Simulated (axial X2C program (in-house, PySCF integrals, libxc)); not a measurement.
**A two-component session on InH⁺: EOM-EA-CCSD levels**

Aim: EOM-EA-CCSD levels of InH⁺, with spin–orbit coupling in the Hamiltonian from the start.

Program: an in-house X2C program for linear molecules on PySCF integrals. Level of theory: two-component X2C with atomic mean-field terms, In dyall-acv3z, H dyall-av3z. These are calculated values, not measurements.

### 1 The job

task.json

```json
{"zs": [49, 1], "q": 1, "bas": ["dyall-acv3z", "dyall-av3z"], "r0": 1.74, "eom": "ea", "thr": -2.0, "nmax": 92, "grid": [1, 0.96, 1.045, 0.92, 1.09, 1.15]}
```

Keys: zs atomic numbers; q charge; bas basis sets; r0 starting distance in Å; eom kind of EOM run; thr threshold in hartree for freezing inner shells (an s shell follows its p shell); nmax most natural virtual spinors; grid distances as factors.

Run with:

```sh
> python soeom.py task.json out
```

Nuclei are Gaussian, cores are contracted, and the Gaunt term is on.

### 2 EOM-EA-CCSD at 1.853 Å

Reference: the closed shell InH²⁺; 12 electrons correlated, 92 virtual spinors; roots sought by Ω: 1/2: 5, 3/2: 4, 5/2: 2, 7/2: 1.

Output:

```text
two-component X2C + atomic mean field  HF
basis functions 171  fitting functions 875  grid points 5071
iter        total energy     max residual
   1      -5875.557237696     2.18e-01
   2      -5875.576949164     5.18e-03
   3      -5875.577714489     1.27e-03
   4      -5875.577816426     7.75e-04
   5      -5875.577837812     2.33e-04
   6      -5875.577841198     4.70e-05
   7      -5875.577841309     2.29e-05
   8      -5875.577841323     2.17e-06
   9      -5875.577841324     5.93e-07
converged
one-electron -8084.43312991  Coulomb 2356.61262486  exact exchange -158.47463492  xc functional 0.00000000  nuclear repulsion 13.99335312  atomic mean-field constant -3.27605448
correlated 12  virtual 244  natural virtual 92  E(MP2) -0.446756991  MP2 remainder -0.062351989
iter   CCSD correlation   residual
   1     -0.361593969   1.22e-01
   2     -0.369978375   5.48e-02
   3     -0.372042009   2.71e-02
   4     -0.371827676   7.26e-03
   5     -0.371925246   2.20e-03
   6     -0.371935193   4.77e-04
   7     -0.371931412   1.24e-04
   8     -0.371933277   4.16e-05
   9     -0.371932384   1.11e-05
  10     -0.371932538   2.60e-06
  11     -0.371932478   9.14e-07
  12     -0.371932487   3.64e-07
(T) -0.006936673  T1 0.0343  D1 0.0832  max T2 0.164
EOM-EA-CCSD roots
2*Omega      energy/Eh   energy/eV  one-particle weight
    1      -0.59377669    -16.1575      0.954
    1      -0.45860967    -12.4794      0.958
    1      -0.39328682    -10.7019      0.336
    1      -0.32740891     -8.9093      0.006
    1      -0.32443568     -8.8283      0.003
    3      -0.44913216    -12.2215      0.959
    3      -0.32126196     -8.7420      0.000
    3      -0.25080878     -6.8249      0.421
    3      -0.22416127     -6.0997      0.546
    5      -0.31785599     -8.6493      0.000
    5      -0.21515237     -5.8546      0.973
    7      -0.06673801     -1.8160      0.000
```

T1 in the output is the amplitude norm over the root of the electron number; divide by √2 for the Lee–Taylor value.

```
  Ω  binding energy (eV)  above lowest (cm⁻¹)                          spinor  weight
1/2               16.157                    0  39% In pσ, 31% In sσ, 22% H sσ    0.95
1/2               12.479                29670             85% In pπ, 10% H pπ    0.96
3/2               12.222                31750             85% In pπ, 11% H pπ    0.96
5/2                5.855                83100                       98% In dδ    0.97
```

Wall time 14 s (1 thread of Arm Neoverse V1, shared host); peak memory 0.73 GiB.

### 3 EOM-EA-CCSD at 1.779 Å

```
  Ω  binding energy (eV)  above lowest (cm⁻¹)                          spinor  weight
1/2               16.150                    0  41% In pσ, 31% In sσ, 19% H sσ    0.96
1/2               12.530                29200             84% In pπ, 11% H pπ    0.96
3/2               12.273                31270             84% In pπ, 12% H pπ    0.96
5/2                5.880                82840                       98% In dδ    0.97
```

Wall time 15 s (1 thread of Arm Neoverse V1, shared host); peak memory 0.75 GiB.

### 4 EOM-EA-CCSD at 1.936 Å

```
  Ω  binding energy (eV)  above lowest (cm⁻¹)                          spinor  weight
1/2               16.171                    0  36% In pσ, 31% In sσ, 25% H sσ    0.95
1/2               12.420                30250              86% In pπ, 9% H pπ    0.95
3/2               12.161                32340             87% In pπ, 10% H pπ    0.95
5/2                5.824                83460                       99% In dδ    0.97
```

It took 17 s on 1 thread of Arm Neoverse V1, shared host; peak memory 0.77 GiB.

### 5 EOM-EA-CCSD at 1.705 Å

```
  Ω  binding energy (eV)  above lowest (cm⁻¹)                          spinor  weight
1/2               16.145                    0  43% In pσ, 31% In sσ, 17% H sσ    0.96
1/2               12.579                28760             82% In pπ, 12% H pπ    0.97
3/2               12.323                30830             82% In pπ, 13% H pπ    0.97
3/2                6.562                77280             80% In dπ, 20% H pπ    0.74
3/2                5.920                82460                       98% In dδ    0.97
5/2                5.903                82600                       98% In dδ    0.98
```

Run time: 17 s. Hardware: 1 thread of Arm Neoverse V1, shared host; peak memory 0.77 GiB.

### 6 EOM-EA-CCSD at 2.020 Å

```
  Ω  binding energy (eV)  above lowest (cm⁻¹)                          spinor  weight
1/2               16.193                    0  33% In pσ, 31% In sσ, 28% H sσ    0.94
1/2               12.360                30920              88% In pπ, 8% H pπ    0.94
3/2               12.097                33040              88% In pπ, 9% H pπ    0.95
5/2                5.790                83900                       99% In dδ    0.97
```

Run time: 17 s. Hardware: 1 thread of Arm Neoverse V1, shared host; peak memory 0.77 GiB.

### 7 EOM-EA-CCSD at 2.131 Å

```
  Ω  binding energy (eV)  above lowest (cm⁻¹)                          spinor  weight
1/2               16.240                    0  33% H sσ, 30% In sσ, 28% In pσ    0.92
1/2               12.278                31960              88% In pπ, 7% H pπ    0.93
3/2               12.007                34140              90% In pπ, 7% H pπ    0.94
5/2                5.742                84670                       99% In dδ    0.97
```

It took 17 s on 1 thread of Arm Neoverse V1, shared host; peak memory 0.77 GiB.

### 8 Curves of the states

Energies in eV from the lowest point of the lowest state; states are followed by energy order within each Ω.

```
R (Å)  (1)Ω=1/2  (2)Ω=1/2  (1)Ω=3/2  (2)Ω=5/2
1.705    0.0247    3.5904    3.8468   10.2661
1.779    0.0000    3.6202    3.8772   10.2703
1.853    0.0159    3.6940    3.9519   10.3188
1.936    0.0629    3.8133    4.0730   10.4101
2.020    0.1245    3.9576    4.2204   10.5273
2.131    0.2089    4.1709    4.4413   10.7071
```

Constants where the minimum is well bracketed (masses 114.904 and 1.008 u):

```
   state  Te (cm⁻¹)  Re (Å)  ωe (cm⁻¹)
(1)Ω=1/2          0   1.781       1402
```

### 9 Summary of results

```
                     quantity                             value
       lowest root at 1.853 Å                Ω = 1/2, 16.157 eV
next root led by one particle  Ω = 1/2, about 29670 cm⁻¹ higher
          T1 of the reference                             0.024
      lowest state, Re and ωe                1.781 Å, 1402 cm⁻¹
```

What this shows: The added electron is bound by 16.16 eV in a spinor of 39% In pσ, 31% In sσ, 22% H sσ. Errors of 0.1 to 0.3 eV are usual at this size, and roots led by higher excitations are left out, so the list is incomplete, and low states of that kind can be missing. T1 or the largest double amplitude of the reference is raised, which lowers the reliability. The bond is 0.011 Å longer than in the closed-shell reference at CCSD (1.771 Å).
